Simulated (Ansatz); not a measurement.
# HF: the cost of one run

Program: Ansatz 0.2.0. Level of theory: DFT r2SCAN+D3(BJ), plane waves, PAW, scalar-relativistic, no spin polarisation. These are calculated values, not measurements.

## (1) The structure to begin with

The cell holds 16 atoms (F8H8): a = 6.688 Å, b = 6.688 Å, c = 6.688 Å, α = 90.00°, β = 90.00°, γ = 90.00°.

Structure file:

```xyz
16
Lattice="6.6884 0.0000 0.0000 0.0000 6.6884 0.0000 0.0000 0.0000 6.6884" Properties=species:S:1:pos:R:3 pbc="T T T"
F     3.6792   -0.3595    0.8934
H     4.1035    0.4361    1.1366
F     2.5377    6.4405    4.5606
H     2.0294    6.0516    3.8806
F     6.1620    5.9587    4.7290
H     5.4017    5.7316    5.2215
F     0.9864    3.4739    1.4422
H     0.2308    3.1495    0.9994
F    -0.0111    0.4910    1.4995
H     0.6218    0.1731    0.8909
F     3.4602    4.2052    4.8738
H     4.0040    4.9427    4.6934
F     5.4387    4.4255    3.2730
H     6.1975    4.7299    2.8218
F     7.0468    2.4116    5.4938
H     6.2102    2.1722    5.8327
```

## (2) Relaxing the start

Contents of input.yaml:

```yaml
crystal:
  lattice:
    - [6.688374, 0.0, 0.0]
    - [0.0, 6.688374, 0.0]
    - [0.0, 0.0, 6.688374]
  atoms:
    - { symbol: F, position: [0.5500834, -0.0537474, 0.1335687] }
    - { symbol: H, position: [0.6135255, 0.0651988, 0.1699439] }
    - { symbol: F, position: [0.3794245, 0.9629434, 0.681877] }
    - { symbol: H, position: [0.3034165, 0.9047946, 0.5802021] }
    - { symbol: F, position: [0.9212958, 0.8909084, 0.7070461] }
    - { symbol: H, position: [0.8076305, 0.8569457, 0.7806869] }
    - { symbol: F, position: [0.1474744, 0.5193875, 0.2156223] }
    - { symbol: H, position: [0.0345034, 0.4708877, 0.1494287] }
    - { symbol: F, position: [-0.0016644, 0.0734107, 0.2242016] }
    - { symbol: H, position: [0.0929668, 0.0258838, 0.133194] }
    - { symbol: F, position: [0.5173432, 0.6287314, 0.7287004] }
    - { symbol: H, position: [0.5986447, 0.7389986, 0.7017289] }
    - { symbol: F, position: [0.8131505, 0.6616658, 0.489359] }
    - { symbol: H, position: [0.9266076, 0.7071885, 0.4218947] }
    - { symbol: F, position: [1.0535921, 0.3605695, 0.8213953] }
    - { symbol: H, position: [0.9285052, 0.3247682, 0.8720688] }
basis:
  ecutwfc: 500.0
kpoints:
  mp_grid: { grid: [1, 1, 1] }
hamiltonian:
  xc: r2scan
  dispersion: d3bj
scf:
  occupations: { method: fermi_dirac, width: 0.05 }
  lower_state_search: "off"
relax:
  f_tol: 0.3
  max_steps: 15
  adjacent_minimum: "off"
output:
  write_density: true
  write_potential: true
  elf: true
  volumetric_format: npy
```

Launch:

```console
ansatz run input.yaml --threads 1 --pin off --max-ram 3072MiB --backend cpu --events-out ev --progress --plain --runs-dir out
```

**Question.** How long does this run take on 1 thread of Arm Neoverse V1, shared host, and how much memory does it need?

About 4.9 min, with a peak of 0.86 GiB.
